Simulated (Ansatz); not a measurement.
# Al: a hydrostatic pressure series

An exercise on one series of results from a longer session: the logs are not shown, and one member is left open.

Method: DFT PBEsol, scalar-relativistic, plane waves, PAW, in Ansatz 0.2.0.

1 further run of the same task is left out (set aside as unsound or not needed).

### Starting point

It takes space group P6_3/mmc (No. 194, hexagonal). The conventional cell has a = 2.836 Å, b = 2.836 Å, c = 9.322 Å, α = 90.00°, β = 90.00°, γ = 120.00°. Al (site symmetry -3m) is surrounded by 12 Al at 2.84 to 2.85 Å. Al (site symmetry -6m2) has 12 Al at 2.84 to 2.85 Å as nearest neighbours.

As a file:

```cif
data_structure
_symmetry_space_group_name_H-M 'P 1'
_symmetry_Int_Tables_number 1
_cell_length_a 2.8363
_cell_length_b 2.8363
_cell_length_c 9.3221
_cell_angle_alpha 90.000
_cell_angle_beta 90.000
_cell_angle_gamma 120.000
_cell_volume 64.95
loop_
_atom_site_label
_atom_site_type_symbol
_atom_site_fract_x
_atom_site_fract_y
_atom_site_fract_z
_atom_site_occupancy
Al1 Al 0.00000 0.00000 0.00000 1
Al2 Al 0.33333 0.66667 0.25000 1
Al3 Al 0.00000 0.00000 0.50000 1
Al4 Al 0.66667 0.33333 0.75000 1
```

It goes back to an entry of the Materials Project, which need not be the stable form.

It is the result of an earlier relaxation at this level (volume 16.24 Å³/atom; gap on the mesh: none (metal)).

Set-up of the first run:

Input file input.yaml:

```yaml
crystal:
  lattice:
    - [2.8546392864, 0.0, 0.0]
    - [-1.4273196432, 2.4721901407, 0.0]
    - [0.0, 0.0, 9.382477021]
  atoms:
    - { symbol: Al, position: [0.0, 0.0, 0.0] }
    - { symbol: Al, position: [0.3333333333, 0.6666666667, 0.25] }
    - { symbol: Al, position: [0.0, 0.0, 0.5] }
    - { symbol: Al, position: [0.6666666667, 0.3333333333, 0.75] }
basis:
  ecutwfc: 420
kpoints:
  mp_grid: { grid: [18, 18, 6] }
hamiltonian:
  xc: pbesol
scf:
  occupations: { method: gaussian, width: 0.1 }
output:
  forces: true
  stress: true
  eigenvalues: true
relax:
  adjacent_minimum: "off"
  f_tol: 0.008
  max_steps: 50
  cell: { stress_tol: 0.08, p_target: -2.0 }
```

Launch:

```console
$ ansatz run input.yaml --threads 1 --pin off --max-ram 2560MiB --backend cpu --events-out ev --progress --plain --runs-dir out
```

Steps of the session up to this table: Target pressure -2 GPa; 2 GPa; Target pressure 5 GPa; 10 GPa; 20 GPa; Target pressure 40 GPa.

One of the session's tables, all rows but one given; the rest of the session is left out.

Lengths are those of the vectors of the cell that was run:

| P (GPa) | V (Å³/atom) | a (Å) | b (Å) | c (Å) | ΔH (eV/atom) |
| --- | --- | --- | --- | --- | --- |
| -2 | 16.66 | 2.861 | 2.861 | 9.404 | -0.205 |
| 0 | 16.24 | 2.836 | 2.836 | 9.322 | 0.000 |
| 2 | 15.87 | 2.815 | 2.815 | 9.246 | 0.200 |
| 5 | ? | ? | ? | ? | ? |
| 10 | 14.72 | 2.746 | 2.746 | 9.012 | 0.962 |
| 20 | 13.71 | 2.682 | 2.682 | 8.804 | 1.847 |
| 40 | 12.37 | 2.592 | 2.592 | 8.501 | 3.468 |

Q: Estimate the row for P (GPa) = 5 from the others.

Worked estimate for «V (Å³/atom)». A straight line through the neighbours (2, 15.87) and (10, 14.72) gives 15.87 + (14.72 − 15.87) × (5 − 2) / (10 − 2) = 15.44; a parabola fitted to 4 rows on both sides gives 15.41.

The run gave: V (Å³/atom): 15.38; a (Å): 2.787; b (Å): 2.787; c (Å): 9.147; ΔH (eV/atom): 0.493. In «V (Å³/atom)» the line misses by +0.06 and the parabola by +0.03.

ΔH is E + PV over the energy at zero pressure; a, b and c are the vectors of the computed cell. 

To keep in mind: Other structures may take over in this range; these runs cannot find them.
